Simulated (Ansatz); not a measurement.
Run this with the Python package of Ansatz (0.2.0) and show what comes out.

Script `cohesive_na3hg.py`:
```python
from collections import Counter
import warnings

import ansatz

FUNCTIONAL = "r2scan"
DISPERSION = "d3bjatm"
KSPACING = 0.27
FILLING = "fermi_dirac"
WIDTH_EV = 0.02

PHASES = {
    "Na3Hg": (
        [[2.687919, 1.551871, 4.400864], [-2.687919, 1.551871, 4.400864], [0.0, -3.103741, 4.400864]],
        [
            ("Na", [0.5, 0.5, 0.5]),
            ("Na", [0.250366, 0.250366, 0.250366]),
            ("Na", [0.749634, 0.749634, 0.749634]),
            ("Hg", [0.0, 0.0, 0.0]),
        ],
    ),
}


def build(vectors, sites):
    crystal = ansatz.Crystal(lattice=ansatz.Lattice.of(vectors))
    for symbol, position in sites:
        crystal = crystal.atom(symbol, position)
    return crystal


def counts(outcome):
    return Counter(site.symbol for site in outcome.lattice.sites)

UNPAIRED = {"Na": 1, "Hg": 0}  # unpaired electrons of the free atoms


def compute(name, crystal):
    calc = (
        crystal.calculation()
        .basis(21 * ansatz.Ha)
        .functional(FUNCTIONAL, dispersion=DISPERSION)
        .kpoints(spacing=KSPACING)
        .occupations(FILLING, width=WIDTH_EV)
    )
    if name.endswith(" atom"):
        calc = calc.kpoints(1, 1, 1).occupations("fermi_dirac", width=0.01)
        if UNPAIRED[name.split()[0]]:
            calc = calc.spin("collinear")
        return calc.run(threads=1)
    calc = calc.relax(force_tolerance=0.03, max_steps=60, cell=True)
    return calc.run(threads=1)

warnings.simplefilter("ignore", ansatz.DeckWarning)

phases = {name: build(*cell) for name, cell in PHASES.items()}
for element, moment in UNPAIRED.items():
    phases[f"{element} atom"] = ansatz.Lattice.orthorhombic(10.0, 10.5, 11.0).atom(element, (0.5, 0.5, 0.5), moment=moment or None)

done = {}
for name, crystal in phases.items():
    done[name] = compute(name, crystal)
    print(f"{name}: {done[name].report['energy_sigma0_ev']:.4f} eV, {len(done[name].lattice.sites)} atoms")

print({element: round(done[f"{element} atom"].report["magnetization_mub"], 2) for element in UNPAIRED}, "muB on the free atoms")
solid = done["Na3Hg"]
n = counts(solid)
binding = (sum(k * done[f"{e} atom"].report["energy_sigma0_ev"] for e, k in n.items()) - solid.report["energy_sigma0_ev"]) / sum(n.values())
print(f"cohesive energy {binding:.3f} eV/atom = {96.4853 * binding:.0f} kJ/mol of atoms (no zero-point energy)")
```

Output of `python cohesive_na3hg.py`:
```text
Na3Hg: -18294.5937 eV, 4 atoms
Na atom: -1487.5610 eV, 1 atoms
Hg atom: -13827.3608 eV, 1 atoms
{'Na': 1.0, 'Hg': 0.0} muB on the free atoms
cohesive energy 1.137 eV/atom = 110 kJ/mol of atoms (no zero-point energy)
```

Notes:
- Absolute energies stand on the zero of these potentials, so only differences at equal settings mean something.
- The magnetic order follows from the starting moments and needn't be the lowest.
- Dispersion corrections can be off by several per cent in the lattices of metals, and by several GPa in the pressure at a fixed cell.
- For the metals among these phases the mesh is modest: differences between phases can be off by up to 40 meV an atom.
- Spin-orbit coupling, which matters for elements this heavy, is left out.
- r2SCAN tends to overestimate the moments of itinerant magnets.
- The cells come from databases of deposited and of computed structures, and not all need be stable phases.
- Free atoms in a box carry small image and symmetry errors, and spin-orbit coupling is left out.
- Run time: 17 min on 1 thread of Arm Neoverse V1, with other jobs on the host, peak memory 2.6 GiB.

(Lines on the test bed's own set-up are left out of the output.)
